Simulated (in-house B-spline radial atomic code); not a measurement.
**Excited states and polarisability of Sn⁴⁰⁺ by several methods**

Aim: excitation energies, oscillator strengths, polarisability and C6 of Sn⁴⁰⁺ by linear response on several mean fields, with the cost of each.

The numbers are computed with in-house B-spline radial atomic code version 1 (linear response of a closed shell, each method with its own adiabatic kernel; non-relativistic; B-spline basis; no spin-orbit coupling, no double excitations; only terms of natural parity, (−1)^L, with L up to 3 are computed), except any that are marked as measured or tabulated.

## Step 1: What is computed

| Property | Result |
| --- | --- |
| element | tin (Z = 50) |
| charge | +40 |
| configuration | [He] 2s2 2p6 |
| runs | TDHF; PBE; BSE on G0W0@HF; PBE0; RPBE; ωB97X |

The outer shells:

Sn⁴⁰⁺
```
[He] core
2s [↑↓]
2p [↑↓][↑↓][↑↓]
```

## Step 2: TDHF

Settings, as recorded:

```ini
Z = 50
electrons = 10.0
configuration = [He] 2s2 2p6
hamiltonian = nr
method = hf
box_radius = 3.19
intervals = 49
```

The run is started by

```bash
> python run_td.py task.json out
```

One command runs all members of the session, one after another, from task.json.

## Step 3: PBE

The settings differ from step 2 so:

```diff
@@ -4,3 +4,3 @@
 hamiltonian = nr
-method = hf
+method = pbe,pbe
 box_radius = 3.19
```

## Step 4: BSE on G0W0@HF

The settings differ from step 3 so:

```diff
@@ -4,3 +4,3 @@
 hamiltonian = nr
-method = pbe,pbe
+method = bse
 box_radius = 3.19
```

## Step 5: PBE0

The settings differ from step 4 so:

```diff
@@ -4,3 +4,3 @@
 hamiltonian = nr
-method = bse
+method = pbe0
 box_radius = 3.19
```

## Step 6: RPBE

The settings differ from step 5 so:

```diff
@@ -4,3 +4,3 @@
 hamiltonian = nr
-method = pbe0
+method = rpbe,pbe
 box_radius = 3.19
```

## Step 7: ωB97X

The settings differ from step 6 so:

```diff
@@ -4,3 +4,3 @@
 hamiltonian = nr
-method = rpbe,pbe
+method = wb97x
 box_radius = 3.19
```

What does the calculation give? Wanted: for each run, threshold; 2p→3s ¹P; 2p→3s ³P, Tamm-Dancoff; α; C6.

The runs gave:

| run | threshold (eV) | 2p→3s ¹P (eV) | 2p→3s ³P, Tamm-Dancoff (eV) | α (bohr³) | C6 (hartree bohr⁶) | time |
| --- | --- | --- | --- | --- | --- | --- |
| TDHF | 6398.8 | 3624.1 | 3616.8 | 0.0002911 | 1.003e-05 | 0.2 s |
| PBE | 6293.8 | 3585.7 | 3578.8 | 0.0002931 | 1.012e-05 | 0.2 s |
| BSE on G0W0@HF | 6397.1 | 3622.7 | 3615.5 | 0.0002910 | 1.002e-05 | 1.5 s |
| PBE0 | 6320.5 | 3595.8 | 3588.8 | 0.0002926 | 1.010e-05 | 0.3 s |
| RPBE | 6293.9 | 3584.0 | 3577.1 | 0.0002930 | 1.012e-05 | 0.2 s |
| ωB97X | 6315.5 | 3600.5 | 3594.0 | 0.0002923 | 1.008e-05 | 0.4 s |

In words: α runs from 0.000291 (BSE on G0W0@HF) to 0.000293 bohr³ (PBE). The semilocal functionals put the threshold at 6293.8 to 6293.9 eV, under Hartree-Fock's 6398.8 eV, through self-interaction. In this BSE only levels near the gap carry their own quasi-particle shift; deeper ones move rigidly and higher empty ones not at all. Relativity is absent, so for an element this heavy the values are those of a model, not of the real ion.
